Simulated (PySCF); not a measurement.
# KBe: changing the method

What do other methods print for KBe?

Computed with PySCF 2.14.0. Level: each script names its method and basis.

2 further runs of the same task are left out: 2 that didn't finish.

### Step 1. The starting structure

KBe: 2 atoms, charge 0, spin multiplicity 2.

No contacts short enough for the rule that draws bonds.

### Step 2. The run that the others are compared with

The input, input.py:

```python
from pyscf import gto, dft

mol = gto.M(
    atom='K 0 0 0; Be 0 0 3.341',
    basis='def2-tzvp',
    charge=0,
    spin=1,
    verbose=3,
)
mf = dft.UKS(mol, xc='m06')
mf = mf.density_fit(auxbasis='def2-universal-jkfit')
mf.kernel()
mf.dip_moment()
print('orbital energies (hartree):', [e[max(0, n-3):n+3].round(4) for e, n in zip(mf.mo_energy, mol.nelec)])
```

On the command line:

```console
OMP_NUM_THREADS=1 python input.py
```

### Step 3. Stability test

Edit 1 changes step after the SCF: none → stability.

input.py, as its differences from that of step 2:

```diff
@@ -12,2 +12,3 @@
 mf.kernel()
+mf.stability(internal=True, external=True)
 mf.dip_moment()
```

### Step 4. Population analysis

Edit 2 changes step after the SCF: none → analyze.

input.py, as its differences from that of step 2:

```diff
@@ -12,3 +12,3 @@
 mf.kernel()
-mf.dip_moment()
+mf.analyze()
 print('orbital energies (hartree):', [e[max(0, n-3):n+3].round(4) for e, n in zip(mf.mo_energy, mol.nelec)])
```

### Step 5. MP2 (UHF)

Edit 3 changes step after the SCF: none → mp2; SCF type: UKS → UHF; functional: m06 → none (Hartree–Fock); frozen orbitals: none → 5.

input.py, as its differences from that of step 2:

```diff
@@ -1,2 +1,2 @@
-from pyscf import gto, dft
+from pyscf import gto, scf, mp
 
@@ -9,5 +9,6 @@
 )
-mf = dft.UKS(mol, xc='m06')
+mf = scf.UHF(mol)
 mf = mf.density_fit(auxbasis='def2-universal-jkfit')
 mf.kernel()
+mp.MP2(mf, frozen=5).kernel()
 mf.dip_moment()
```

### Step 6. 0.5*hf+0.5*b88,lyp

Edit 4 changes functional: m06 → 0.5*hf+0.5*b88,lyp.

input.py, as its differences from that of step 2:

```diff
@@ -9,3 +9,3 @@
 )
-mf = dft.UKS(mol, xc='m06')
+mf = dft.UKS(mol, xc='0.5*hf+0.5*b88,lyp')
 mf = mf.density_fit(auxbasis='def2-universal-jkfit')
```

**Question.** What will these runs give? Wanted: for each run, E(SCF); from base; gap, α spin; SCF dipole; after the SCF.

As calculated:

```
                run  E(SCF) (hartree)  from base (eV)  gap, α spin (eV)  SCF dipole (D)                           after the SCF
               base       -614.550170               0              1.66            3.50                                     n/a
     stability test       -614.550170          0.0000              1.66            3.50            unstable: UHF/UKS -> GHF/GKS
population analysis       -614.550170          0.0000              1.66            3.50                                     n/a
          MP2 (UHF)       -613.724174  not comparable              4.64            0.59  MP2 correlation -5.752 eV, core frozen
 0.5*hf+0.5*b88,lyp       -614.587844  not comparable              2.74            2.98                                     n/a
```

What this shows: Total energies of different functionals can't be compared with each other; differences within one functional can. The dearest run is “stability test”, at 28 s against 2.7 s.
